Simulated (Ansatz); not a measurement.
# ClH4O2Si2 radical: a ladder of functionals and wavefunction methods

The task here is to estimate one member of a computed series from the others.

The runs use Ansatz 0.2.0, Gaussian basis; functionals in def2-TZVPP, the program's frozen cores in correlated methods.

Levels to be run: PBE-D4, r2SCAN-D4, PBE0-D4, B3LYP-D4, ωB97X-V, ωB97M-V, B2PLYP; CCSD(T)/def2-TZVPP; MP2/def2-QZVPP; extrapolation to the limit.

## The relaxed structure

All runs share one geometry, relaxed beforehand with PBE0-D4 in a triple-zeta def2 set.

SMILES `O[SiH][SiH](O)Cl`, 9 atoms, charge 0, spin multiplicity 2.

Atoms are counted from 1 here; the program's logs count them from 0.

Bond lengths: O1–Si2 1.655 Å, O1–H6 0.959 Å, Si2–Si3 2.335 Å, Si2–H7 1.499 Å, Si3–O4 1.640 Å, Si3–Cl5 2.063 Å, Si3–H8 1.488 Å, O4–H9 0.959 Å. Angles: Si2–O1–H6 117.5°, O1–Si2–Si3 107.6°, O1–Si2–H7 110.2°, Si3–Si2–H7 112.9°, Si2–Si3–O4 104.5°, Si2–Si3–Cl5 108.4°, Si2–Si3–H8 117.5°, O4–Si3–Cl5 111.3°, O4–Si3–H8 110.7°, Cl5–Si3–H8 104.5°, Si3–O4–H9 118.2°.

The first run:

Contents of in.yaml:

```yaml
crystal:
  periodic: [false, false, false]
  atoms:
    - {symbol: O, position_ang: [-1.994373, -1.292171, 0.123776]}
    - {symbol: Si, position_ang: [-0.815720, -0.682042, -0.864567]}
    - {symbol: Si, position_ang: [0.746750, 0.407123, 0.486552]}
    - {symbol: O, position_ang: [1.938484, 0.856298, -0.546295]}
    - {symbol: Cl, position_ang: [1.439557, -0.933119, 1.892945]}
    - {symbol: H, position_ang: [-2.833493, -1.524016, -0.277810]}
    - {symbol: H, position_ang: [-1.422396, 0.219973, -1.896590]}
    - {symbol: H, position_ang: [0.274749, 1.571905, 1.282332]}
    - {symbol: H, position_ang: [2.666452, 1.376048, -0.200343]}
basis:
  gaussian: {orbitals: def2-TZVPP}
magnetization: {spin_polarized: true, initial_magnetization: 1}
hamiltonian: {xc: pbe, dispersion: d4}
output: {forces: true, orbitals: {seedname: orbitals}}
```

Run with:

```
ansatz run in.yaml --threads 2 --pin off --events-out ev --progress --plain --max-ram 32768MiB --backend cpu
```

Steps of the session up to this table: PBE-D4 (GGA); r2SCAN-D4 (meta-GGA); PBE0-D4 (hybrid); B3LYP-D4 (hybrid); ωB97X-V (range-separated); ωB97M-V (range-separated); B2PLYP (double hybrid); CCSD(T) in def2-TZVPP; MP2 in def2-QZVPP.

One table of the session follows, with a row left open; its other results are not shown here.

It belongs to the step «Atomisation energies». 

```
            method  atomisation energy (eV)
            PBE-D4                   32.138
         r2SCAN-D4                   31.980
           PBE0-D4                   31.481
          B3LYP-D4                   31.562
           ωB97X-V                   31.926
           ωB97M-V                   31.809
            B2PLYP                   31.241
     HF/def2-TZVPP                   22.610
    MP2/def2-TZVPP                   31.585
   CCSD/def2-TZVPP                        ?
CCSD(T)/def2-TZVPP                   30.766
           MP2/CBS                   32.719
       CCSD(T)/CBS                   31.899
```

Estimate the missing values for CCSD/def2-TZVPP.

**Answer.** atomisation energy (eV): 30.248. In the column «atomisation energy (eV)» it lies between HF/def2-TZVPP (22.610) and CCSD(T)/def2-TZVPP (30.766).
